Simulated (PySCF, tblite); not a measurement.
# C₅H₉NSi: geometry, infrared bands and NMR shifts

Aim: predict the infrared bands and NMR shifts of C₅H₉NSi (`C=N[SiH]1CC=CC1`).

Computed with tblite 0.8.0 and PySCF 2.14.0, with density-fitted response routines of our own, on a single molecule in the gas phase. Atoms count from 0, in the outputs and in this text.

## Step 1: Starting geometry

16 atoms, charge 0, multiplicity 1; geometry from: force field or distance geometry start.

Bonds of the start (Å): C0–N1 1.30, N1–Si2 1.76, Si2–C3 1.87, C3–C4 1.46, C4–C5 1.28, C5–C6 1.49, C6–Si2 1.90, C0–H7 1.09, C0–H8 1.09, Si2–H9 1.44, C3–H10 1.12, C3–H11 1.12, C4–H12 1.14, C5–H13 1.11, C6–H14 1.10, C6–H15 1.10.

## Step 2: Optimising the geometry with GFN2-xTB

The job: settings as JSON, then the geometry in Å.

```
{"job": {"kind": "relax", "xc": "GFN2-xTB", "basis": "xTB"}, "charge": 0, "multiplicity": 1}
C      2.963900    -0.760900    -0.010600
N      1.894700    -0.266400    -0.554300
Si     0.553600     0.130800     0.506000
C     -0.801300    -1.144700     0.318300
C     -1.972300    -0.272400     0.435200
C     -1.872800     0.974700     0.155700
C     -0.540000     1.490500    -0.255900
H      2.999000    -0.904400     1.067900
H      3.826000    -1.027500    -0.620500
H      0.891400     0.396600     1.885400
H     -0.703500    -1.624600    -0.685300
H     -0.750900    -1.917000     1.134100
H     -2.966100    -0.718000     0.758000
H     -2.728600     1.684500     0.217900
H     -0.425800     1.513600    -1.346000
H     -0.375000     2.454100     0.249900
```

On the command line:

```
OMP_NUM_THREADS=1 python probes_run.py task.json out
```

The driver reads the jobs from task.json and runs them one after another.

**Question.** This job is followed by: GFN2-xTB harmonic vibrations, gas phase; GIAO PBE0/pcSseg-1 NMR shielding, non-relativistic, gas phase. What will the session give for the following? strongest single infrared mode (GFN2-xTB); zero-point energy (GFN2-xTB); 13C shifts against TMS (PBE0/pcSseg-1, means over atoms taken as alike); 1H shifts against TMS (PBE0/pcSseg-1, means over atoms taken as alike); 15N shifts against NH3 (PBE0/pcSseg-1); 29Si shifts against TMS (PBE0/pcSseg-1); surface potential, 1st and 99th percentile.

**Answer**, as computed:

| quantity | value |
| --- | --- |
| strongest single infrared mode (GFN2-xTB) | 2176 cm⁻¹, 377 km/mol |
| zero-point energy (GFN2-xTB) | 78.1 kcal/mol |
| 13C shifts against TMS (PBE0/pcSseg-1, means over atoms taken as alike) | 172.6, 138.1, 23.2 ppm |
| 1H shifts against TMS (PBE0/pcSseg-1, means over atoms taken as alike) | 8.83, 8.71, 6.15, 5.41, 1.85, 1.75 ppm |
| 15N shifts against NH3 (PBE0/pcSseg-1) | 429.9 ppm |
| 29Si shifts against TMS (PBE0/pcSseg-1) | -3.3 ppm |
| surface potential, 1st and 99th percentile | -1.48 V and 0.93 V |

Over 95 steps the energy fell by 0.570 eV; of the close pairs, C4–H12 changed most, 1.136 to 1.082 Å. All 42 modes are real, so the xTB geometry is a minimum. The strongest single mode, at 2176 cm⁻¹, moves mainly H9. GFN2-xTB is a fitted tight-binding method: band positions and strengths are rough. Its intensities can rank the bands wrongly. At PBE0/pcSseg-1: The widest tensor belongs to N1: span 835 ppm, with a paramagnetic part of -493 ppm. At PBE0/pcSseg-1, counted by nearest atom on the grid, the HOMO lies on C4, C5 about 34 % each, the LUMO on C0 36 %; N1 31 %.
